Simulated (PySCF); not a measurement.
**C₄H₉ClGeO: NMR shifts**

Aim: predict the NMR shifts of C₄H₉ClGeO (`[CH3][GeH2][O]C/C=C\Cl`).

The runs use PySCF 2.14.0, with density-fitted response routines of our own; the level of theory stands in each step. All values are computed, except where a source is named. Atoms count from 0, in the outputs and in this text.

### Step 1. The molecule as given

16 atoms, charge 0, multiplicity 1; geometry from: GFN2-xTB.

Bonds of the start (Å): C0–Ge1 1.98, Ge1–O2 1.77, O2–C3 1.41, C3–C4 1.50, C4–C5 1.32, C5–Cl6 1.72, C0–H7 1.09, C0–H8 1.09, C0–H9 1.09, Ge1–H10 1.50, Ge1–H11 1.51, C3–H12 1.10, C3–H13 1.10, C4–H14 1.08, C5–H15 1.08.

### Step 2. Shielding tensors: PBE0/pcSseg-1

What the job is given:

```
{"job": {"kind": "nmr", "xc": "PBE0", "basis": "pcSseg-1"}, "charge": 0, "multiplicity": 1}
C      1.606045     1.203415     0.589927
Ge     1.576991    -0.630571    -0.149708
O      0.161905    -1.546599     0.379537
C     -1.180300    -1.428263    -0.027876
C     -1.743605    -0.072475     0.285780
C     -1.603419     0.969684    -0.514116
Cl    -0.816700     0.864070    -2.037287
H      2.622857     1.585592     0.605583
H      1.236622     1.188263     1.613743
H      0.993309     1.889518     0.012629
H      2.596145    -1.511056     0.503609
H      1.723371    -0.704883    -1.648527
H     -1.270564    -1.620394    -1.103705
H     -1.736051    -2.202944     0.511217
H     -2.211853     0.065337     1.250560
H     -1.962352     1.960249    -0.282777
```

Method: GIAO PBE0/pcSseg-1 NMR shielding, non-relativistic, gas phase.

Run with:

```console
OMP_NUM_THREADS=1 python probes_run.py task.json out
```

The driver reads the jobs from task.json and runs them one after another.

The log of the run:

```text
coarse grid: 61880 points
cycle   1  E = -2769.1429103793  dE =  1.180e-01  |g| = 1.129e+00  |ddm| = 3.686e+00
cycle   2  E = -2768.8622161474  dE =  2.807e-01  |g| = 1.622e+00  |ddm| = 1.880e+00
cycle   3  E = -2769.2727298691  dE = -4.105e-01  |g| = 3.246e-01  |ddm| = 1.501e+00
cycle   4  E = -2769.2922027185  dE = -1.947e-02  |g| = 7.839e-02  |ddm| = 2.899e-01
cycle   5  E = -2769.2930399814  dE = -8.373e-04  |g| = 1.960e-02  |ddm| = 6.680e-02
cycle   6  E = -2769.2931186657  dE = -7.868e-05  |g| = 8.319e-03  |ddm| = 2.129e-02
cycle   7  E = -2769.2931334177  dE = -1.475e-05  |g| = 2.075e-03  |ddm| = 7.267e-03
cycle   8  E = -2769.2931344515  dE = -1.034e-06  |g| = 4.644e-04  |ddm| = 2.324e-03
final grid: 129176 points
cycle   9  E = -2769.2931531197  dE = -2.694e-08  |g| = 6.362e-04  |ddm| = 2.092e-03
cycle  10  E = -2769.2931529538  dE =  1.659e-07  |g| = 1.024e-03  |ddm| = 1.446e-03
cycle  11  E = -2769.2931532216  dE = -2.678e-07  |g| = 1.155e-04  |ddm| = 8.895e-04
cycle  12  E = -2769.2931532245  dE = -2.933e-09  |g| = 1.362e-05  |ddm| = 8.832e-05
cycle  13  E = -2769.2931532246  dE = -4.229e-11  |g| = 7.620e-06  |ddm| = 1.933e-05
converged SCF energy = -2769.2931532246

GIAO shielding tensors (ppm)
atom      isotropic    diamagn.    paramagn.     s11        s22        s33       span
  0 C      184.277     252.293     -68.016    172.926    185.987    193.916     20.990
  1 Ge    1335.988    2755.264   -1419.275   1198.714   1293.037   1516.215    317.501
  2 O      299.921     401.972    -102.051    242.350    297.033    360.380    118.030
  3 C      123.664     241.282    -117.618     95.612    107.196    168.183     72.570
  4 C       44.879     258.113    -213.235    -76.997     54.911    156.723    233.720
  5 C       49.676     256.125    -206.448    -50.490     76.541    122.978    173.467
  6 Cl     759.725    1148.935    -389.210    534.138    837.133    907.903    373.765
  7 H       31.585      28.733       2.853     26.745     27.606     40.406     13.661
  8 H       31.136      31.402      -0.267     26.887     28.691     37.829     10.942
  9 H       30.780      32.340      -1.560     24.582     31.182     36.577     11.995
 10 H       26.964      28.985      -2.020     19.349     22.291     39.253     19.903
 11 H       26.154      29.166      -3.012     19.854     22.874     35.735     15.881
 12 H       26.837      29.422      -2.585     22.685     26.428     31.398      8.713
 13 H       27.316      27.942      -0.626     22.398     25.609     33.942     11.545
 14 H       25.050      31.689      -6.639     22.274     25.773     27.102      4.829
 15 H       25.395      30.614      -5.219     21.583     26.098     28.503      6.919
```

Wall time 35 s (1 thread of Arm Neoverse V2, shared host); peak memory 1 GiB.

The references, computed at this level on geometries of the same kind, shield at (ppm): 1H TMS 31.72, 13C TMS 186.9, 17O H2O 336.1, 73Ge GeMe4 1331, 35Cl HCl 950. Their shielding less the atom's gives the shift. The references are single molecules in the gas phase, so shifts against H2O, NH3, PH3, H3PO4 or CFCl3 are not on the usual liquid scales and can be off by tens of ppm. Atoms listed in one row are averaged.

```csv
atoms,environment,σ (ppm),δ (ppm)
C4,alkene CH,44.9,142.0
C5,alkene CH,49.7,137.2
C3,allylic sp3 CH2 bonded to O,123.7,63.3
C0,methyl carbon bonded to Ge,184.3,2.6
H14,hydrogen on an alkene CH,25.05,6.67
H15,hydrogen on an alkene CH,25.39,6.32
"H10, H11","hydrogen on a germanium bonded to C, O",26.56,5.16
"H12, H13",hydrogen on an allylic sp3 CH2 bonded to O,27.08,4.64
"H7, H8, H9",hydrogen on a methyl carbon bonded to Ge,31.17,0.55
Ge1,"germanium bonded to C, O, 2 H",1336,-5
O2,"oxygen bonded to C, Ge",299.9,36.2
Cl6,chlorine bonded to C,760,190
```

The run also stored atomic charges by several schemes (e):

```csv
atoms,Mulliken,IAO,Hirshfeld,ESP fit
C0,-0.56,-0.69,-0.21,-0.52
Ge1,0.65,0.85,0.39,0.62
O2,-0.73,-0.61,-0.25,-0.47
C3,0.16,-0.05,-0.01,0.14
C4,-0.18,-0.17,-0.05,-0.09
C5,-0.13,-0.17,-0.02,-0.34
Cl6,-0.09,-0.02,0.02,-0.01
```

Mayer bond orders: C0–Ge1 0.97, Ge1–O2 0.80, O2–C3 0.92, C3–C4 1.04, C4–C5 1.87, C5–Cl6 1.03.

### Step 3. Outcome

```
                                                              quantity                             value
                                13C shifts against TMS (PBE0/pcSseg-1)       142.0, 137.2, 63.3, 2.6 ppm
1H shifts against TMS (PBE0/pcSseg-1, means over atoms taken as alike)  6.67, 6.32, 5.16, 4.64, 0.55 ppm
                             73Ge shifts against GeMe4 (PBE0/pcSseg-1)                            -5 ppm
                                17O shifts against H2O (PBE0/pcSseg-1)                          36.2 ppm
                               35Cl shifts against HCl (PBE0/pcSseg-1)                           190 ppm
```

At PBE0/pcSseg-1: The widest tensor belongs to Cl6: span 374 ppm, with a paramagnetic part of -389 ppm. Spin-orbit coupling is left out, which matters for shieldings and couplings at and beside the heavy atoms.
